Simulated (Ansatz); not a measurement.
# Cu: the cost of one run

Computed with Ansatz 0.2.0 (DFT PBEsol, scalar-relativistic, plane waves, PAW, unless a step's input says otherwise).

6 further runs of the same task are left out: 6 that didn't finish.

### 1 Starting point

Symmetry: Cmcm, No. 63, orthorhombic system. The conventional cell has a = 2.437 Å, b = 7.953 Å, c = 2.475 Å, α = 90.00°, β = 90.00°, γ = 90.00°. Around Cu (site symmetry m2m) lie 10 Cu at 2.44 to 2.54 Å.

Coordinates:

```
CELL_PARAMETERS angstrom
1.21846 -3.97638 0.00000
1.21846 3.97638 0.00000
0.00000 0.00000 2.47550
ATOMIC_POSITIONS crystal
Cu 0.13387 0.86613 0.25000
Cu 0.86613 0.13387 0.75000
```

The structure comes from the Materials Project (structure only).

### 2 Probe: one point at the start

input.yaml reads:

```yaml
crystal:
  lattice:
    - [1.21846369, -3.9763780104, 0.0]
    - [1.21846369, 3.9763780104, 0.0]
    - [0.0, 0.0, 2.4754955235]
  atoms:
    - { symbol: Cu, position: [0.13386665, 0.86613335, 0.25] }
    - { symbol: Cu, position: [0.86613335, 0.13386665, 0.75] }
basis:
  ecutwfc: 420
kpoints:
  mp_grid: { grid: [8, 8, 8] }
hamiltonian:
  xc: pbesol
scf:
  occupations: { method: gaussian, width: 0.1 }
output:
  forces: true
  stress: true
  eigenvalues: true
```

The run is started by

```console
$ ansatz run input.yaml --threads 1 --pin off --max-ram 2560MiB --backend cpu --events-out ev --progress --plain --runs-dir out
```

**Question.** How long does this run take on 1 thread of Intel Xeon at 2.70GHz, shared host, and how much memory does it need?

About 2.8 s, with a peak of 0.35 GiB.
